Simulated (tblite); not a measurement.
# C3H15NO2Si3: the cost of one run

Programs: tblite 0.8.0 and PySCF 2.14.0, with density-fitted response routines of our own. Each step states its level of theory. These are calculated values for one molecule in the gas phase, unless marked as measured. Atoms are numbered from 0 throughout.

**1. Starting geometry**

24 atoms, charge 0, multiplicity 1; geometry from: force field or distance geometry start.

Bonds of the start (Å): C0–O1 1.39, O1–Si2 1.74, Si2–C3 1.87, Si2–Si4 2.21, Si4–C5 1.86, Si4–O6 1.70, Si4–Si7 2.24, Si7–N8 1.77, C0–H9 1.10, C0–H10 1.11, C0–H11 1.11, Si2–H12 1.49, C3–H13 1.09, C3–H14 1.10, C3–H15 1.13, C5–H16 1.12, C5–H17 1.10, C5–H18 1.10, O6–H19 1.00, Si7–H20 1.47, Si7–H21 1.48, N8–H22 1.04, N8–H23 1.04.

**2. Relaxing the molecule with GFN2-xTB**

What the job is given:

```
{"job": {"kind": "relax", "xc": "GFN2-xTB", "basis": "xTB"}, "charge": 0, "multiplicity": 1}
C     -2.649700     1.709000    -0.209200
O     -1.362100     1.260200    -0.484600
Si    -1.181000    -0.191000     0.460700
C     -2.079500    -1.603300    -0.381300
Si     0.984500    -0.614500     0.597800
C      1.317200    -2.304800    -0.095600
O      1.497300    -0.579800     2.213500
Si     2.191400     0.847100    -0.596800
N      2.721400     2.173400     0.450800
H     -3.329500     1.335600    -0.994000
H     -2.955300     1.366200     0.796300
H     -2.617300     2.822600    -0.172500
H     -1.753500     0.017000     1.817900
H     -2.193900    -1.379800    -1.445100
H     -1.576400    -2.553700    -0.163800
H     -3.113500    -1.651900     0.066000
H      2.085000    -2.816100     0.538200
H      0.430700    -2.956900    -0.117500
H      1.756100    -2.196500    -1.095000
H      1.367000     0.348900     2.562600
H      3.369100     0.156600    -1.145900
H      1.351000     1.412200    -1.682500
H      2.057400     2.976500     0.449700
H      3.671800     2.442600     0.138300
```

Launch:

```sh
OMP_NUM_THREADS=1 python probes_run.py task.json out
```

The driver reads the jobs from task.json and runs them one after another.

Q: Estimate the wall time and peak memory of this first job on 1 thread of Arm Neoverse V2, shared host.

About 2.4 s, with a peak of 0.18 GiB.
